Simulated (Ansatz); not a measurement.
NbCu:

```
CELL_PARAMETERS angstrom
0.00000 2.56221 2.56221
2.56221 0.00000 2.56221
2.56221 2.56221 0.00000
ATOMIC_POSITIONS crystal
Nb 0.00000 0.00000 0.00000
Cu 0.50000 0.50000 0.50000
```

The cell was built by a generator and needn't be a form met in nature.

- Program: Ansatz 0.2.0
- Task: relaxation of cell and atoms
- Functional: LDA
- Potentials or basis: Ansatz PAW
- Cutoff: 420 eV (not typed: the program's choice for these potentials)
- k mesh: 9 × 9 × 9
- Occupations: fermi-dirac, width 0.05 eV
- Spin: no spin polarisation

At the start: volume 16.82 Å³/atom.

Q: How do energy, volume and symmetry change on relaxing?

A: It ends after 5 steps and the volume is 15.76 Å³/atom (-6.3 %); space group Fm-3m (No. 225, to 0.05 Å).

Step by step:
```csv
step,energy change (eV),largest force (eV/Å),volume (Å³)
1,0.0000,0.0000,33.64
2,-0.0579,0.0000,30.72
3,-0.0688,0.0000,31.61
4,-0.0690,0.0000,31.52
5,-0.0685,0.0000,31.52
```

Final structure:
```
Nb Cu
1.0
     0.00000    2.50708    2.50708
     2.50708    0.00000    2.50708
     2.50708    2.50708    0.00000
Nb Cu
1 1
Direct
  0.00000 0.00000 0.00000
  0.50000 0.50000 0.50000
```

Caveat: the plane-wave basis is chosen anew once the cell has moved, so the energies of steps on either side of that aren't comparable; the PAW data sets come from PBE, with cores solved anew for the run's functional, which leaves a small shift of forces and pressure.
